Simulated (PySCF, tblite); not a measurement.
# C3H8BN2Si radical: geometry, infrared bands and EPR parameters

What infrared bands and EPR parameters should C3H8BN2Si radical (`[CH2]B(C)N[SiH2]C#N`) show?

The runs use tblite 0.8.0 and PySCF 2.14.0, with density-fitted response routines of our own; the level of theory stands in each step. All values are computed, except where a source is named. Atoms are numbered from 0 throughout.

## Step 1: The molecule as given

15 atoms, charge 0, multiplicity 2; geometry from: force field or distance geometry start.

Bonds of the start (Å): C0–B1 1.59, B1–C2 1.59, B1–N3 1.54, N3–Si4 1.75, Si4–C5 1.82, C5–N6 1.17, C0–H7 1.12, C0–H8 1.13, C2–H9 1.11, C2–H10 1.13, C2–H11 1.11, N3–H12 1.07, Si4–H13 1.48, Si4–H14 1.46.

## Step 2: Relaxing the molecule with GFN2-xTB

What the job is given:

```
{"job": {"kind": "relax", "xc": "GFN2-xTB", "basis": "xTB"}, "charge": 0, "multiplicity": 2}
C     -1.781300     1.228200    -0.294700
B     -0.778000     0.016200    -0.068600
C     -1.453900    -1.422400     0.018200
N      0.479300     0.291700     0.771600
Si     1.877100     0.675700    -0.213300
C      3.245300    -0.471300     0.122400
N      4.141000    -1.186500     0.342700
H     -2.329300     1.326800     0.680700
H     -2.583400     0.905800    -1.017800
H     -0.870600    -2.065700     0.708900
H     -2.480100    -1.295500     0.474200
H     -1.525000    -1.849500    -1.003200
H      0.229800     1.141500     1.371000
H      2.352900     2.034600     0.118100
H      1.471700     0.678300    -1.611300
```

Started as:

```console
$ OMP_NUM_THREADS=1 python probes_run.py task.json out
```

This one command runs all jobs of the session in turn.

**Question.** This job is followed by: GFN2-xTB harmonic vibrations, gas phase; UKS B3LYP, pcH-1 on B C H N Si, non-relativistic, mean-field spin-orbit, GIAO. Predict these results of the whole session: strongest single infrared mode (GFN2-xTB); zero-point energy (GFN2-xTB); g(iso) (B3LYP); ⟨S²⟩; largest a(iso) (averaged by class); surface potential, 1st and 99th percentile.

As calculated:

```
                                 quantity                  value
strongest single infrared mode (GFN2-xTB)  2240 cm⁻¹, 359 km/mol
             zero-point energy (GFN2-xTB)          65.8 kcal/mol
                           g(iso) (B3LYP)                2.00272
                                     ⟨S²⟩     0.753 (exact 0.75)
       largest a(iso) (averaged by class)    13C on C0, 61.5 MHz
    surface potential, 1st and 99th percentile     -1.70 V and 1.98 V
```

What this shows: Relaxing lowered the energy by 2.001 eV in 108 steps; the close pair that moved most is B1–N3, from 1.537 to 1.430 Å. No mode is imaginary among the 39: a minimum at this level. The strongest single mode, at 2240 cm⁻¹, moves mainly H14. GFN2-xTB is a fitted tight-binding method: band positions and strengths are rough. Its intensities can rank the bands wrongly. C0 carries the largest spin population, 0.95 e. The isotropic g lies 0.4 ppt above the free-electron value.
